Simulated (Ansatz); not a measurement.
The system is CaCuH2.

```
Ca Cu H
1.0
     1.94524    1.12309    4.35738
    -1.94524    1.12309    4.35738
     0.00000   -2.24617    4.35738
Ca Cu H
1 1 2
Direct
  0.50000 0.50000 0.50000
  0.00000 0.00000 0.00000
  0.88181 0.88181 0.88181
  0.11819 0.11819 0.11819
```

The cell was built by a generator and needn't be a form met in nature.

| Quantity | Value |
| --- | --- |
| Program | Ansatz 0.2.0 |
| Task | relaxation of cell and atoms |
| Functional | PBE |
| Dispersion | D4 |
| Potentials or basis | Ansatz PAW |
| Cutoff | 420 eV (not typed: the program's choice for these potentials) |
| k mesh | 6 × 6 × 6 |
| Occupations | fermi-dirac, width 0.05 eV |
| Spin | no spin polarisation |

At the start: volume 14.28 Å³/atom.

Problem. Where does the relaxation end?

Solution. It ends after 5 steps and the volume is 13.77 Å³/atom (-3.6 %); space group R-3m (No. 166, to 0.05 Å).

Step by step:
```
step  energy change (eV)  largest force (eV/Å)  volume (Å³)
   1              0.0000                0.0410        57.12
   2             -0.0050                0.0359        53.42
   3             -0.0109                0.0016        55.15
   4             -0.0109                0.0015        55.06
   5             -0.0098                0.0012        55.06
```

Final structure:
```xyz
4
Lattice="1.9221 1.1097 4.3023 -1.9221 1.1097 4.3023 0.0000 -2.2194 4.3023" Properties=species:S:1:pos:R:3 pbc="T T T"
Ca    0.0000    0.0000    6.4534
Cu    0.0000    0.0000    0.0000
H     0.0000    0.0000   11.3618
H     0.0000    0.0000    1.5451
```

Caveat: the plane-wave basis is chosen anew once the cell has moved, so the energies of steps on either side of that aren't comparable; pairwise dispersion overbinds metals, which lowers pressure and volume.
